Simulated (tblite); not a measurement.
# AsH54P33Si18: the cost of one run

Computed with tblite 0.8.0 and PySCF 2.14.0 and routines of our own; the level stands in each step. Atoms count from 0.

## (1) The system as given

106 atoms, charge 0, multiplicity 1; geometry from: force field, distance geometry or constructed start.

## (2) Optimising the geometry with GFN2-xTB

The job: settings as JSON, then the geometry in Å.

```
{"job": {"kind": "relax", "xc": "GFN2-xTB", "basis": "xTB"}, "charge": 0, "multiplicity": 1}
P      0.249600    -0.819300     0.667200
P      0.231500    -1.100800    -4.073900
P      0.221100    -0.891200    -9.052900
P     -2.996400    -0.928000     0.550300
P     -1.434800    -0.825200     2.016600
P     -2.963800    -1.322300    -4.198900
P     -1.433800    -1.092900    -2.716500
P     -1.435500    -1.019100    -7.703200
P      0.102300    -0.993200     5.323500
As    -3.245900    -0.883900     5.233700
P     -1.545400    -0.961300     6.710400
P      0.170300     0.972400    -0.503200
P      0.173300     0.731800    -5.163500
P     -1.490300     0.870700    -1.858700
P     -3.057400     0.984700    -0.390100
P     -1.497200     0.747000    -6.494600
P     -3.157200     0.579000    -5.155800
P      0.199500     1.074000     8.969400
P      0.208200     0.956600     4.432700
P     -1.486400     0.954800     7.668400
P     -1.435800     1.061200     3.037100
P     -3.007800     1.227400     4.470600
P      3.574600    -0.648500     0.612200
P      3.443200    -1.129400    -4.193400
P      1.934100    -0.750600     1.986100
P      1.895900    -0.999500    -2.713600
P      1.877000    -0.934300    -7.706400
P      1.647300    -1.191200     6.794500
P      3.387800     1.219400    -0.413200
P      3.515000     0.774200    -5.168600
P      1.839000     0.966700    -1.862800
P      1.837300     0.838000    -6.508400
P      1.875200     0.737400     7.683300
P      1.816100     1.105200     3.033800
Si     0.164100     1.173600    -9.796700
H      0.152000     2.056100    -8.669700
H     -1.023400     1.341000   -10.580700
H      1.329300     1.395200   -10.596200
Si    -4.794700    -1.229500     1.740700
H     -5.186800    -2.599400     1.656800
H     -5.835600    -0.399600     1.210300
H     -4.532400    -0.875100     3.103900
Si    -4.707300    -1.713200    -2.966000
H     -5.263800    -2.980000    -3.342600
H     -5.673700    -0.670400    -3.173200
H     -4.311000    -1.740600    -1.592400
Si    -3.050000    -0.781200    -9.167600
H     -3.595700     0.537700    -9.027500
H     -4.049400    -1.772200    -8.907800
H     -2.498400    -0.958800   -10.473600
Si    -4.805700    -0.488400     6.875800
H     -4.540800     0.851900     7.301800
H     -4.555700    -1.474600     7.861400
H     -6.063900    -0.636400     6.215400
Si    -4.817000     1.109100    -1.663200
H     -4.420300     0.884400    -3.020000
H     -5.381800     2.410800    -1.532600
H     -5.755400     0.121100    -1.250800
Si    -4.759600     0.333200    -6.624100
H     -4.636700     1.371500    -7.608800
H     -6.018800     0.440700    -5.947200
H     -4.621800    -0.955300    -7.236300
Si     0.083700    -0.724400    10.209400
H      0.355900    -1.855400     9.381000
H     -1.230400    -0.807200    10.760500
H      1.050300    -0.616600    11.253500
Si    -3.048100     0.891600     9.200200
H     -4.036900     1.870600     8.889100
H     -2.448800     1.173300    10.460300
H     -3.627500    -0.424900     9.218100
Si    -4.727300     1.536300     3.169700
H     -4.343600     1.235300     1.823600
H     -5.135000     2.906700     3.273900
H     -5.782800     0.675900     3.588100
Si     5.220000    -0.384200     2.020600
H      5.198900     0.966500     2.490800
H      6.444600    -0.661100     1.350600
H      5.027900    -1.291300     3.119100
Si     5.214700    -1.345900    -2.938400
H      6.247600    -0.503700    -3.450400
H      5.631500    -2.711900    -2.961400
H      4.875000    -0.954000    -1.597200
Si     3.476400    -0.621400    -9.164700
H      2.926100    -0.825600   -10.478700
H      4.508900    -1.559600    -8.912200
H      3.954100     0.725900    -9.032300
Si     3.364200    -1.581800     5.503000
H      4.450500    -0.757700     5.930600
H      3.001800    -1.256500     4.155900
H      3.712100    -2.963700     5.605700
Si     5.128400     1.513200    -1.691200
H      4.766800     1.176300    -3.041400
H      6.173600     0.653900    -1.239900
H      5.539000     2.875700    -1.612700
Si     5.120200     0.616700    -6.650700
H      5.046300    -0.678400    -7.259200
H      6.369000     0.777200    -5.978100
H      4.939500     1.646500    -7.628600
Si     3.420300     0.492200     9.219700
H      2.906900     0.976800    10.462900
H      4.575600     1.245100     8.821300
H      3.740900    -0.897900     9.324600
Si     3.519200     1.316000     4.372300
H      4.215900     2.526400     4.036100
H      4.393000     0.191100     4.229200
H      3.039600     1.395200     5.716100
```

Started as:

```
$ OMP_NUM_THREADS=8 python large_run.py task.json out
```

The driver reads the jobs from task.json and runs them one after another.

Q: Estimate the wall time and peak memory of this first job on 8 threads of Arm Neoverse N1, shared host.

About 2.7 min, with a peak of 0.13 GiB.
